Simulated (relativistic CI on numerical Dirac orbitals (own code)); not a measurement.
**Pt⁴⁺ (5d6) in crystal fields: levels and magnetism**

How does a crystal field split the 5d6 shell of Pt⁴⁺, and what follows for the ground state and χT? 6 fields tried.

Program: relativistic CI on numerical Dirac orbitals (own code) version 1. Level of theory: Dirac-Coulomb-Breit CI, KLI orbitals optimised for each configuration, model QED (radiative potential, 1s self-energy scaled to tabulated hydrogen-like ionisation energies), valence Slater integrals scaled by 0.9, one configuration in a parametric crystal field. These are calculated values, not measurements, unless marked.

## 1. The system

```
ion            : Pt⁴⁺ (Pt V)
nuclear charge : 78
electrons      : 74
open shell     : 5d6
Slater scale   : 0.9
field 1 (cm⁻¹) : D4h, 10Dq = 45950, Ds = -1380, Dt = -80
field 2 (cm⁻¹) : D4h, 10Dq = 23000, Ds = -190, Dt = 380
field 3 (cm⁻¹) : D4h, 10Dq = 56900, Ds = 1140, Dt = 290
field 4 (cm⁻¹) : D4h, 10Dq = 17450, Ds = 690, Dt = 1190
field 5 (cm⁻¹) : Oh, 10Dq = 52050
field 6 (cm⁻¹) : Td, 10Dq = -15200
```

Outer shells as boxes (Hund's rule):

[Xe] 4f14 5d6
```
[Xe] core
4f [↑↓][↑↓][↑↓][↑↓][↑↓][↑↓][↑↓]
5d [↑↓][↑ ][↑ ][↑ ][↑ ]
```

## 2. Field 1: D4h, 10Dq = 45950, Ds = -1380, Dt = -80

Settings, as recorded:

```ini
atom Pt  Z=78  charge=4  electrons=74
nucleus A=195  rms_radius_fm=5.4270
hamiltonian dirac-coulomb  breit=on  qed=on  c_scale=1
orbitals kli  potential=per-configuration
slater_scale 0.9
correlation none
mixing on
configurations
  [Xe] 4f14 5d6
end
crystal_field D4h 10Dq=45950 Ds=-1380 Dt=-80
```

## 3. Field 2: D4h, 10Dq = 23000, Ds = -190, Dt = 380

Changes to the settings of step 2:

```diff
@@ -10,2 +10,2 @@
 end
-crystal_field D4h 10Dq=45950 Ds=-1380 Dt=-80
+crystal_field D4h 10Dq=23000 Ds=-190 Dt=380
```

## 4. Field 3: D4h, 10Dq = 56900, Ds = 1140, Dt = 290

Changes to the settings of step 3:

```diff
@@ -10,2 +10,2 @@
 end
-crystal_field D4h 10Dq=23000 Ds=-190 Dt=380
+crystal_field D4h 10Dq=56900 Ds=1140 Dt=290
```

## 5. Field 4: D4h, 10Dq = 17450, Ds = 690, Dt = 1190

Changes to the settings of step 4:

```diff
@@ -10,2 +10,2 @@
 end
-crystal_field D4h 10Dq=56900 Ds=1140 Dt=290
+crystal_field D4h 10Dq=17450 Ds=690 Dt=1190
```

## 6. Field 5: Oh, 10Dq = 52050

Changes to the settings of step 5:

```diff
@@ -10,2 +10,2 @@
 end
-crystal_field D4h 10Dq=17450 Ds=690 Dt=1190
+crystal_field Oh 10Dq=52050
```

## 7. Field 6: Td, 10Dq = -15200

Changes to the settings of step 6:

```diff
@@ -10,2 +10,2 @@
 end
-crystal_field Oh 10Dq=52050
+crystal_field Td 10Dq=-15200
```

(Steps that only read results are left out.)

Q: Predict the outcome of this session. Wanted: ground spin.

As calculated:

| field | ground state | degeneracy | S | J | first gap (cm⁻¹) | stabilisation (cm⁻¹) | χT at 2 K | χT at 300 K |
| --- | --- | --- | --- | --- | --- | --- | --- | --- |
| 1: D4h | A1 | 1 | 0.15 | 4.43 | 31498 | -74839 | 0.000 | 0.030 |
| 2: D4h | A1 | 1 | 0.62 | 4.16 | 8377 | -19114 | 0.001 | 0.093 |
| 3: D4h | A1 | 1 | 0.11 | 4.45 | 40043 | -95177 | 0.000 | 0.025 |
| 4: D4h | A1 | 1 | 1.48 | 3.68 | 1145 | -5283 | 0.006 | 0.866 |
| 5: Oh | A1 | 1 | 0.12 | 4.45 | 39389 | -87832 | 0.000 | 0.026 |
| 6: Td | E | 2 | 1.63 | 3.50 | 396 | -7426 | 0.008 | 1.290 |

χT is in cm³ K/mol; stabilisation counts from the free ion's lowest level; S and J come from the expectation values of their squares.

| quantity | value |
| --- | --- |
| ground spin (effective S from ⟨S²⟩) | 1: 0.15, 2: 0.62, 3: 0.11, 4: 1.48, 5: 0.12, 6: 1.63 |
| χT at 300 K | 0.02 to 1.29 cm³ K/mol |

In words: The ground spin ranges from 0.11 to 1.63 over these fields. Fields 1, 2, 3, 4, 5 leave a non-degenerate ground state well apart, so χT falls towards zero on cooling. The field is a set of parameters, without covalency or charge transfer.
